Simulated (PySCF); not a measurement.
# NbSe(OSiH3)3: geometry, NMR shifts and electronic excitations

Aim: predict the NMR shifts and electronic excitations of NbSe(OSiH3)3 (`[SiH3][O][Nb](=[Se])([O][SiH3])[O][SiH3]`).

The runs use PySCF 2.14.0, with density-fitted response routines of our own; the level of theory stands in each step. All values are computed, except where a source is named. Atoms count from 0, in the outputs and in this text.

### 1 The starting structure

17 atoms, charge 0, multiplicity 1; geometry from: GFN2-xTB. The atoms were then displaced at random by about 0.03 Å, so the start is not that level's minimum.

Bonds of the start (Å): Nb0–Se1 2.30, Nb0–O2 1.72, Nb0–O7 1.94, Nb0–O12 1.91, O2–Si3 1.77, Si3–H4 1.42, Si3–H5 1.41, Si3–H6 1.49, O7–Si8 1.64, Si8–H9 1.44, Si8–H10 1.50, Si8–H11 1.50, O12–Si13 1.62, Si13–H14 1.46, Si13–H15 1.45, Si13–H16 1.45.

### 2 Relaxing the molecule at PBE0-D3(BJ)/def2-SVP

Job settings and geometry (Å):

```
{"job": {"xc": "PBE0", "basis": "def2-SVP", "d3": "d3bj", "grid": 1, "maxiter": 40, "shake": 0.03, "kind": "geom"}, "charge": 0, "multiplicity": 1}
Nb     0.045630    -0.035050     0.058670
Se    -0.017670     0.034490     2.359190
O      1.579080    -0.703670    -0.320830
Si     3.200520    -1.395040    -0.191310
H      3.485420    -1.296040     1.197810
H      3.962470    -0.641470    -1.104490
H      2.937790    -2.798540    -0.615530
O     -0.176080     1.857180    -0.308420
Si    -0.383150     3.470550    -0.104690
H     -0.638310     3.707950     1.291040
H     -1.533390     3.807010    -1.004390
H      0.907120     4.021590    -0.627820
O     -1.553350    -1.018180    -0.304290
Si    -2.767320    -2.067920    -0.080290
H     -2.759420    -2.460050     1.326340
H     -2.417390    -3.176870    -0.952940
H     -3.900490    -1.306540    -0.557800
```

Command:

```console
$ OMP_NUM_THREADS=1 python probes_run.py task.json out
```

The driver reads the jobs from task.json and runs them one after another.

The log of the run:

```text
step   0  E = -3556.73155386  max force = 0.129829
step   1  E = -3556.77228663  max force = 0.038215
step   2  E = -3556.77828368  max force = 0.007796
step   3  E = -3556.77928322  max force = 0.007253
step   4  E = -3556.77948789  max force = 0.002521
step   5  E = -3556.77955033  max force = 0.001064
step   6  E = -3556.77960752  max force = 0.001600
step   7  E = -3556.77968019  max force = 0.002166
step   8  E = -3556.77974855  max force = 0.001577
step   9  E = -3556.77976929  max force = 0.000578
step  10  E = -3556.77978240  max force = 0.000275
optimisation converged
```

Wall time 6.7 min (1 thread of Arm Neoverse V1, shared host); peak memory 1.3 GiB.

The steps of the relaxation:

```
step  energy from step 0 (eV)  largest force component (eV/Å)
   0                   0.0000                          6.6761
   1                  -1.1084                          1.9651
   2                  -1.2716                          0.4009
   3                  -1.2988                          0.3730
   4                  -1.3044                          0.1296
   5                  -1.3061                          0.0547
   6                  -1.3076                          0.0823
   7                  -1.3096                          0.1114
   8                  -1.3114                          0.0811
   9                  -1.3120                          0.0297
  10                  -1.3124                          0.0141
```

Close pairs (by a distance rule), those that changed most:

```
    bond  before (Å)  after (Å)  change (Å)
  Nb0–O2       1.715      1.875      +0.159
  O2–Si3       1.767      1.678      -0.089
  Si3–H5       1.408      1.491      +0.083
  Si3–H4       1.421      1.491      +0.069
  Nb0–O7       1.940      1.875      -0.065
O12–Si13       1.620      1.678      +0.057
  Si8–H9       1.439      1.491      +0.052
Si13–H16       1.446      1.490      +0.044
```

The end geometry stands in the next job.

```
                         at the end point                value
  point group (found at 0.08 Å tolerance)                   C1
rotational constants (GHz, main isotopes)  0.482, 0.473, 0.390
                        dipole moment (D)                 2.03
```

### 3 Nuclear shieldings: PBE0/def2-TZVP+pcSseg-1

Job settings and geometry (Å):

```
{"job": {"kind": "nmr", "xc": "PBE0", "basis": {"default": "pcSseg-1", "Nb": "def2-TZVP"}}, "charge": 0, "multiplicity": 1}
Nb     0.000883     0.019992     0.207954
Se     0.106289    -0.010588     2.494784
O      1.598362    -0.705276    -0.453110
Si     3.116459    -1.396773    -0.269610
H      3.517882    -1.323811     1.164120
H      4.082040    -0.644019    -1.120032
H      3.050634    -2.816901    -0.718244
O     -0.212123     1.796426    -0.352931
Si    -0.379863     3.447966    -0.109969
H     -0.554147     3.713724     1.346306
H     -1.573610     3.916902    -0.869824
H      0.843185     4.130731    -0.620108
O     -1.461449    -1.017934    -0.336638
Si    -2.761710    -2.054842    -0.117144
H     -3.168048    -2.036869     1.316805
H     -2.349262    -3.429219    -0.521321
H     -3.884062    -1.590108    -0.980786
```

Level: GIAO PBE0/pcSseg-1 Nb:def2-TZVP NMR shielding, scalar relativity only through core potentials, gas phase.

The log of the run:

```text
coarse grid: 72528 points
cycle   1  E = -3546.4651686570  dE =  3.684e+00  |g| = 6.460e+00  |ddm| = 6.201e+00
cycle   2  E = -3442.3869236431  dE =  1.041e+02  |g| = 1.090e+01  |ddm| = 4.795e+01
cycle   3  E = -3536.4597470008  dE = -9.407e+01  |g| = 6.771e+00  |ddm| = 4.785e+01
cycle   4  E = -3554.2150028029  dE = -1.776e+01  |g| = 3.190e+00  |ddm| = 5.304e+00
cycle   5  E = -3545.3204807600  dE =  8.895e+00  |g| = 6.370e+00  |ddm| = 5.859e+00
cycle   6  E = -3556.9115183859  dE = -1.159e+01  |g| = 9.927e-01  |ddm| = 4.412e+00
cycle   7  E = -3556.7768890346  dE =  1.346e-01  |g| = 1.389e+00  |ddm| = 1.979e+00
cycle   8  E = -3557.1888529005  dE = -4.120e-01  |g| = 3.258e-01  |ddm| = 8.082e-01
cycle   9  E = -3557.2056757031  dE = -1.682e-02  |g| = 2.192e-01  |ddm| = 3.118e-01
cycle  10  E = -3557.2134991252  dE = -7.823e-03  |g| = 6.715e-02  |ddm| = 1.321e-01
cycle  11  E = -3557.2149104806  dE = -1.411e-03  |g| = 9.969e-03  |ddm| = 6.301e-02
cycle  12  E = -3557.2149243404  dE = -1.386e-05  |g| = 4.658e-03  |ddm| = 8.713e-03
cycle  13  E = -3557.2149278973  dE = -3.557e-06  |g| = 2.157e-03  |ddm| = 3.629e-03
final grid: 145232 points
cycle  14  E = -3557.2149392506  dE =  3.995e-06  |g| = 4.907e-03  |ddm| = 4.575e-03
cycle  15  E = -3557.2149106067  dE =  2.864e-05  |g| = 1.222e-02  |ddm| = 1.123e-02
cycle  16  E = -3557.2149432521  dE = -3.265e-05  |g| = 1.972e-03  |ddm| = 9.307e-03
cycle  17  E = -3557.2149442770  dE = -1.025e-06  |g| = 4.739e-05  |ddm| = 1.605e-03
cycle  18  E = -3557.2149442775  dE = -5.821e-10  |g| = 2.067e-05  |ddm| = 6.638e-05
converged SCF energy = -3557.2149442775

GIAO shielding tensors (ppm)
atom      isotropic    diamagn.    paramagn.     s11        s22        s33       span
  0 Nb         nan         nan         nan        nan        nan        nan        nan
  1 Se    -349.381    3005.257   -3354.638  -1590.917  -1530.345   2073.118   3664.035
  2 O       56.940     405.347    -348.407    -95.318     92.118    174.020    269.339
  3 Si     362.292     878.498    -516.207    291.699    336.777    458.398    166.699
  4 H       25.690      28.394      -2.704     23.808     25.053     28.209      4.400
  5 H       26.031      27.984      -1.953     23.379     24.682     30.031      6.652
  6 H       25.981      28.125      -2.144     23.283     24.808     29.852      6.569
  7 O       59.274     405.404    -346.131    -87.077     90.983    173.915    260.992
  8 Si     363.569     878.453    -514.884    295.446    336.724    458.537    163.091
  9 H       25.707      28.311      -2.604     23.788     25.039     28.294      4.507
 10 H       26.046      27.949      -1.903     23.383     24.720     30.035      6.652
 11 H       26.007      28.041      -2.034     23.305     24.809     29.905      6.600
 12 O       60.570     405.448    -344.879    -82.785     92.755    171.739    254.523
 13 Si     364.878     878.500    -513.622    299.099    337.041    458.495    159.396
 14 H       25.735      28.319      -2.584     23.764     25.011     28.432      4.668
 15 H       26.005      28.175      -2.171     23.276     24.892     29.846      6.570
 16 H       26.077      27.938      -1.861     23.412     24.704     30.115      6.703
```

Wall time 99 s (1 thread of Arm Neoverse V1, shared host); peak memory 1.4 GiB.

Shifts follow as δ = σ(reference) − σ, with reference shieldings (ppm) from runs at the same level and on the same kind of geometry: 1H TMS 31.27, 29Si TMS 352.0, 17O H2O 334.6, 77Se Me2Se 1770. The references are single molecules in the gas phase, so shifts against H2O, NH3, PH3, H3PO4 or CFCl3 are not on the usual liquid scales and can be off by tens of ppm. Atoms listed in one row are averaged.

```
                         atoms                        environment  σ (ppm)  δ (ppm)
H4, H5, H6, H9, H10 and 4 more  hydrogen on a silicon bonded to O    25.92     5.35
                           Se1              selenium bonded to Nb     -349     2119
                   O2, O7, O12            oxygen bonded to Nb, Si     58.9    275.6
                Si3, Si8, Si13           silicon bonded to O, 3 H    363.6    -11.6
```

Atoms past Kr carry core potentials, so their printed shieldings have no meaning and are left out of the table.

Charges from the same density, by scheme (e):

```
         atoms  Mulliken  ESP fit
           Nb0      1.49     0.63
           Se1     -0.39    -0.32
   O2, O7, O12     -0.79    -0.32
Si3, Si8, Si13      0.72     0.52
```

Mayer bond orders: Nb0–Se1 2.14, Nb0–O2 0.94, Nb0–O7 0.94, Nb0–O12 0.94, O2–Si3 0.84, O7–Si8 0.85, O12–Si13 0.85.

With diffuse functions Mulliken charges and Mayer bond orders lose their meaning; the other schemes are steadier.

The fields below are evaluated on a grid from the run's orbitals.

Frontier orbitals at PBE0/def2-TZVP+pcSseg-1, with the share of their density that lies nearest to each atom:

```
orbital  energy (eV)                                         lies on
   HOMO        -7.06                              Se1 75 %; Nb0 14 %
   LUMO        -1.73  Nb0 58 %; Se1 19 %; O2, O7, O12 about 6 % each
```

ELF in a plane through or near 9 of the atoms.

Ten even steps from '0' (0.00) to '9' (1.00):
```
0000000000000000000000000000
0000000000000000000000000000
0000000000000366200000000000
0000000000002999810121000000
0000000000002898317999200000
0000000000000140819999500000
0000010000000255118999300000
0004999500002782830153000000
0029999702410268840000000000
0005997347861761100000000000
0000217747582761331000000000
0000684125761147772048610000
0002999910100477772699980000
0000699700000124356299990000
0000000000000003610189830000
0000000000000018998310000000
0000000000000017997200000000
0000000000000000120000000000
0000000000000000000000000000
0000000000000000000000000000
```
The map spans 13.5 Å across and 13.4 Å up, centred on the molecule. Atoms in the plane (x, y in Å): O2 (0.7, 1.6), Si3 (1.4, 3.1), H6 (2.8, 3.1), O7 (-1.8, -0.2), Si8 (-3.4, -0.4), H11 (-4.1, 0.8), O12 (1.0, -1.4), Si13 (2.1, -2.7), H15 (3.5, -2.3).

On the surface of density 0.002 e/bohr³ the electrostatic potential runs, from the 1st to the 99th percentile, from -0.71 V near Se1 to 1.62 V near Nb0.

### 4 Excited states and response: PBE0/def2-SVPD

Same as in step 3 but for these lines:

```diff
@@ -1,2 +1,2 @@
-{"job": {"kind": "nmr", "xc": "PBE0", "basis": {"default": "pcSseg-1", "Nb": "def2-TZVP"}}, "charge": 0, "multiplicity": 1}
+{"job": {"kind": "uv", "xc": "PBE0", "basis": "def2-SVPD", "ip": false, "nstates": 10}, "charge": 0, "multiplicity": 1}
 Nb     0.000883     0.019992     0.207954
```

Method: TDDFT PBE0/def2-SVPD, vertical, gas phase, core orbitals frozen in the response.

The log of the run:

```text
coarse grid: 72528 points
cycle   1  E = -3546.9248551506  dE =  1.924e+00  |g| = 5.824e+00  |ddm| = 1.540e+01
cycle   2  E = -3432.3724522965  dE =  1.146e+02  |g| = 1.078e+01  |ddm| = 1.514e+02
cycle   3  E = -3549.1917689577  dE = -1.168e+02  |g| = 4.062e+00  |ddm| = 1.514e+02
cycle   4  E = -3541.2159924427  dE =  7.976e+00  |g| = 5.697e+00  |ddm| = 1.890e+01
cycle   5  E = -3554.9633946678  dE = -1.375e+01  |g| = 2.750e+00  |ddm| = 1.784e+01
cycle   6  E = -3556.0704568645  dE = -1.107e+00  |g| = 1.776e+00  |ddm| = 4.560e+00
cycle   7  E = -3556.7509699316  dE = -6.805e-01  |g| = 3.285e-01  |ddm| = 3.228e+00
cycle   8  E = -3556.7539172062  dE = -2.947e-03  |g| = 3.068e-01  |ddm| = 1.204e+00
cycle   9  E = -3556.7801596081  dE = -2.624e-02  |g| = 5.799e-02  |ddm| = 6.350e-01
cycle  10  E = -3556.7807425406  dE = -5.829e-04  |g| = 2.843e-02  |ddm| = 9.963e-02
cycle  11  E = -3556.7809281558  dE = -1.856e-04  |g| = 1.476e-02  |ddm| = 7.058e-02
cycle  12  E = -3556.7809788128  dE = -5.066e-05  |g| = 2.571e-03  |ddm| = 2.601e-02
cycle  13  E = -3556.7809790108  dE = -1.980e-07  |g| = 2.443e-03  |ddm| = 9.717e-03
final grid: 145232 points
cycle  14  E = -3556.7809095050  dE =  1.012e-05  |g| = 6.668e-03  |ddm| = 1.872e-02
cycle  15  E = -3556.7808117590  dE =  9.775e-05  |g| = 1.991e-02  |ddm| = 5.173e-02
cycle  16  E = -3556.7809200419  dE = -1.083e-04  |g| = 2.169e-03  |ddm| = 4.112e-02
cycle  17  E = -3556.7809211606  dE = -1.119e-06  |g| = 5.613e-05  |ddm| = 3.348e-03
cycle  18  E = -3556.7809211614  dE = -8.040e-10  |g| = 9.605e-06  |ddm| = 2.060e-04
converged SCF energy = -3556.7809211614

Static polarisability (au): isotropic 165.071, principal 162.442 165.837 166.935

Singlet excitations
state   eV       nm        f      main configurations
  1   3.5737    346.9   0.00000   H-1->L 0.32, H->L+1 0.30, H->L 0.20
  2   3.7954    326.7   0.00266   H-1->L+1 0.44, H->L 0.42
  3   3.7960    326.6   0.00288   H->L+1 0.43, H-1->L 0.43
  4   4.4538    278.4   0.03804   H-1->L+1 0.21, H->L 0.21, H->L+1 0.13
  5   4.6611    266.0   0.00002   H-2->L 0.94
  6   4.6690    265.5   0.00001   H-2->L+1 0.94
  7   4.8658    254.8   0.01347   H->L+2 0.57, H-1->L+2 0.28, H->L+5 0.09
  8   4.8723    254.5   0.01392   H-1->L+2 0.56, H->L+2 0.28, H-1->L+5 0.08
  9   4.9725    249.3   0.00006   H->L+3 0.61, H-1->L+4 0.32
 10   5.1256    241.9   0.00139   H-1->L+4 0.35, H-1->L+3 0.22, H->L+3 0.22

Triplet excitations (Tamm-Dancoff, eV): 3.0042 3.2568 3.2572 3.5722
```

Run time: 2.4 min. Hardware: 1 thread of Arm Neoverse V1, shared host; peak memory 1.5 GiB.

The orbitals next to the gap, with their largest atomic shares:

```
orbital     eV                        atoms
 HOMO−3  -9.11   O2 14 %, O7 14 %, O12 14 %
 HOMO−2  -8.11           Se1 67 %, Nb0 22 %
 HOMO−1  -7.06   Se1 69 %, Nb0 20 %, O7 5 %
   HOMO  -7.06   Se1 69 %, Nb0 20 %, O2 5 %
   LUMO  -1.79  Nb0 59 %, Se1 19 %, O12 6 %
 LUMO+1  -1.78   Nb0 59 %, Se1 19 %, O2 6 %
 LUMO+2  -0.82  Nb0 40 %, Se1 15 %, O12 7 %
```

With each of the 10 states as a Gaussian band of 0.4 eV half-width at 1/e, the curve within the window shown has maxima at 270 nm (ε 2,100) L/(mol cm). Beyond the last state computed it falls off for lack of states. The curve at chosen wavelengths:

```json
{"nm": "229", "ε (L/mol/cm)": "197"}
{"nm": "237", "ε (L/mol/cm)": "550"}
{"nm": "244", "ε (L/mol/cm)": "994"}
{"nm": "252", "ε (L/mol/cm)": "1506"}
{"nm": "259", "ε (L/mol/cm)": "1845"}
{"nm": "267", "ε (L/mol/cm)": "2050"}
{"nm": "274", "ε (L/mol/cm)": "2044"}
{"nm": "282", "ε (L/mol/cm)": "1829"}
{"nm": "289", "ε (L/mol/cm)": "1513"}
{"nm": "297", "ε (L/mol/cm)": "1115"}
{"nm": "304", "ε (L/mol/cm)": "815"}
{"nm": "312", "ε (L/mol/cm)": "568"}
{"nm": "319", "ε (L/mol/cm)": "430"}
{"nm": "327", "ε (L/mol/cm)": "329"}
{"nm": "334", "ε (L/mol/cm)": "268"}
{"nm": "342", "ε (L/mol/cm)": "211"}
{"nm": "349", "ε (L/mol/cm)": "168"}
{"nm": "357", "ε (L/mol/cm)": "123"}
{"nm": "364", "ε (L/mol/cm)": "91"}
{"nm": "372", "ε (L/mol/cm)": "61"}
{"nm": "379", "ε (L/mol/cm)": "42"}
{"nm": "387", "ε (L/mol/cm)": "26"}
{"nm": "394", "ε (L/mol/cm)": "17"}
{"nm": "402", "ε (L/mol/cm)": "10"}
{"nm": "409", "ε (L/mol/cm)": "6"}
{"nm": "417", "ε (L/mol/cm)": "3"}
```

Leading natural transition orbitals of singlet state 4: the hole lies on Se1 75 %; Nb0 13 %; the particle on Nb0 60 %; O2, O12 about 11 % each.

Leading natural transition orbitals of singlet state 1: the hole lies on Se1 76 %; Nb0 14 %; the particle on Nb0 59 %; Se1 20 %; O7, O12 about 6 % each.

Ground-state properties from the same run:

```
           property  computed
  dipole moment (D)      2.20
polarisability (Å³)     24.46
 HOMO–LUMO gap (eV)      5.27
      −ε(HOMO) (eV)      7.06
```

### 5 Nuclear shieldings: KT2/def2-TZVP+pcSseg-1

Same as in step 4 but for these lines:

```diff
@@ -1,2 +1,2 @@
-{"job": {"kind": "uv", "xc": "PBE0", "basis": "def2-SVPD", "ip": false, "nstates": 10}, "charge": 0, "multiplicity": 1}
+{"job": {"kind": "nmr", "xc": "KT2", "basis": {"default": "pcSseg-1", "Nb": "def2-TZVP"}, "pop": false}, "charge": 0, "multiplicity": 1}
 Nb     0.000883     0.019992     0.207954
```

With the program's defaults for keys left out, this is: GIAO KT2/pcSseg-1 Nb:def2-TZVP NMR shielding, scalar relativity only through core potentials, gas phase.

The log of the run:

```text
coarse grid: 72528 points
cycle   1  E = -3563.0621392753  dE =  8.639e+00  |g| = 7.049e+00  |ddm| = 6.354e+00
cycle   2  E = -3444.0643777543  dE =  1.190e+02  |g| = 1.084e+01  |ddm| = 4.324e+01
cycle   3  E = -3552.4893337317  dE = -1.084e+02  |g| = 7.463e+00  |ddm| = 4.345e+01
cycle   4  E = -3575.3447432837  dE = -2.286e+01  |g| = 3.235e+00  |ddm| = 8.057e+00
cycle   5  E = -3551.5942339793  dE =  2.375e+01  |g| = 8.638e+00  |ddm| = 1.093e+01
cycle   6  E = -3573.1077470410  dE = -2.151e+01  |g| = 4.429e+00  |ddm| = 9.496e+00
cycle   7  E = -3576.5694935005  dE = -3.462e+00  |g| = 2.936e+00  |ddm| = 3.374e+00
cycle   8  E = -3578.3609917613  dE = -1.791e+00  |g| = 9.790e-01  |ddm| = 1.982e+00
cycle   9  E = -3577.7546030094  dE =  6.064e-01  |g| = 1.912e+00  |ddm| = 1.888e+00
cycle  10  E = -3578.5587584578  dE = -8.042e-01  |g| = 3.627e-01  |ddm| = 1.075e+00
cycle  11  E = -3578.5844648487  dE = -2.571e-02  |g| = 2.101e-01  |ddm| = 4.509e-01
cycle  12  E = -3578.5927066061  dE = -8.242e-03  |g| = 1.147e-01  |ddm| = 2.398e-01
cycle  13  E = -3578.5956665042  dE = -2.960e-03  |g| = 3.989e-02  |ddm| = 9.570e-02
cycle  14  E = -3578.5960122746  dE = -3.458e-04  |g| = 6.801e-03  |ddm| = 3.533e-02
cycle  15  E = -3578.5960191322  dE = -6.858e-06  |g| = 3.224e-03  |ddm| = 7.691e-03
cycle  16  E = -3578.5960212243  dE = -2.092e-06  |g| = 2.088e-03  |ddm| = 5.353e-03
final grid: 145232 points
cycle  17  E = -3578.5960154815  dE =  1.552e-05  |g| = 7.746e-03  |ddm| = 9.133e-03
cycle  18  E = -3578.5956784370  dE =  3.370e-04  |g| = 3.475e-02  |ddm| = 3.804e-02
cycle  19  E = -3578.5960231777  dE = -3.447e-04  |g| = 6.317e-03  |ddm| = 3.276e-02
cycle  20  E = -3578.5960323147  dE = -9.137e-06  |g| = 4.698e-04  |ddm| = 3.999e-03
cycle  21  E = -3578.5960323607  dE = -4.603e-08  |g| = 9.456e-05  |ddm| = 4.842e-04
cycle  22  E = -3578.5960323623  dE = -1.567e-09  |g| = 3.737e-05  |ddm| = 6.875e-05
cycle  23  E = -3578.5960323627  dE = -3.556e-10  |g| = 6.338e-06  |ddm| = 2.875e-05
converged SCF energy = -3578.5960323627

GIAO shielding tensors (ppm)
atom      isotropic    diamagn.    paramagn.     s11        s22        s33       span
  0 Nb         nan         nan         nan        nan        nan        nan        nan
  1 Se     -70.222    3009.290   -3079.512  -1140.242  -1081.686   2011.263   3151.506
  2 O       46.433     404.201    -357.768    -98.484    100.164    137.618    236.102
  3 Si     367.227     881.553    -514.327    290.458    338.520    472.702    182.244
  4 H       25.505      28.521      -3.016     23.694     24.941     27.879      4.185
  5 H       25.772      28.074      -2.302     23.171     24.467     29.678      6.507
  6 H       25.730      28.225      -2.495     23.099     24.586     29.505      6.407
  7 O       48.909     404.265    -355.356    -89.575     98.733    137.568    227.143
  8 Si     368.610     881.512    -512.902    294.543    338.437    472.850    178.307
  9 H       25.519      28.433      -2.914     23.666     24.924     27.968      4.302
 10 H       25.790      28.041      -2.251     23.180     24.506     29.685      6.506
 11 H       25.758      28.140      -2.382     23.122     24.589     29.563      6.441
 12 O       50.169     404.303    -354.135    -85.059    100.745    134.821    219.880
 13 Si     370.016     881.564    -511.548    298.503    338.745    472.801    174.298
 14 H       25.545      28.437      -2.892     23.634     24.890     28.111      4.477
 15 H       25.758      28.281      -2.523     23.098     24.673     29.503      6.405
 16 H       25.820      28.027      -2.207     23.202     24.494     29.763      6.561
```

It took 1.7 min on 1 thread of Arm Neoverse V1, shared host; peak memory 1.4 GiB.

Key values: δ Se1 1792, O2 282.2, Si3 -7.6, H4 5.49 ppm (means over like atoms).

### 6 Side by side: NMR shifts

Shifts (ppm), means over like atoms, with basis size and wall time:

```
                    run    H4   Se1     O2    Si3  functions     time
PBE0/def2-TZVP+pcSseg-1  5.35  2119  275.6  -11.6        249     99 s
 KT2/def2-TZVP+pcSseg-1  5.49  1792  282.2   -7.6        249  1.7 min
```

### 7 Results

| quantity | value |
| --- | --- |
| point group | C1 |
| rotational constants (main isotopes) | 0.48, 0.47, 0.39 GHz |
| 1H shifts against TMS (PBE0/def2-TZVP+pcSseg-1, means over atoms taken as alike) | 5.35 ppm |
| 77Se shifts against Me2Se (PBE0/def2-TZVP+pcSseg-1) | 2119 ppm |
| 17O shifts against H2O (PBE0/def2-TZVP+pcSseg-1, means over atoms taken as alike) | 275.6 ppm |
| 29Si shifts against TMS (PBE0/def2-TZVP+pcSseg-1, means over atoms taken as alike) | -11.6 ppm |
| surface potential, 1st and 99th percentile | -0.71 V and 1.62 V |
| lowest singlet (PBE0/def2-SVPD) | 3.57 eV (347 nm), f = 0.000 |
| brightest single state of those computed | state 4, 4.45 eV, f = 0.038 |
| lowest triplet | 3.00 eV |
| range of the shift of Se1 | 1792 to 2119 ppm |

**Reading.** The start was shaken at random, so part of the energy gained undoes that. Relaxing lowered the energy by 1.312 eV in 10 steps; the close pair that moved most is Nb0–O2, from 1.715 to 1.875 Å. No frequency check was run at this level, so the end point may be a saddle. At PBE0/def2-TZVP+pcSseg-1: The largest span, 3664 ppm, is at Se1, where the paramagnetic term is -3355 ppm. By nearest atom (PBE0/def2-TZVP+pcSseg-1), the HOMO sits on Se1 75 %; Nb0 14 % and the LUMO on Nb0 58 %; Se1 19 %. The first singlet state (HOMO−1→LUMO 0.32, HOMO→LUMO+1 0.30) lies at 3.57 eV and is dark; of the 10 states computed, the strongest absorption comes from state 4 at 4.45 eV. The lowest triplet lies 0.57 eV below the lowest singlet (triplets in Tamm-Dancoff, singlets in full TDDFT). Across the 2 runs the shift of Se1 moves most, between 1792 (KT2/def2-TZVP+pcSseg-1) and 2119 ppm (PBE0/def2-TZVP+pcSseg-1). Spin-orbit coupling is left out, which matters for shieldings and couplings at and beside the heavy atoms.
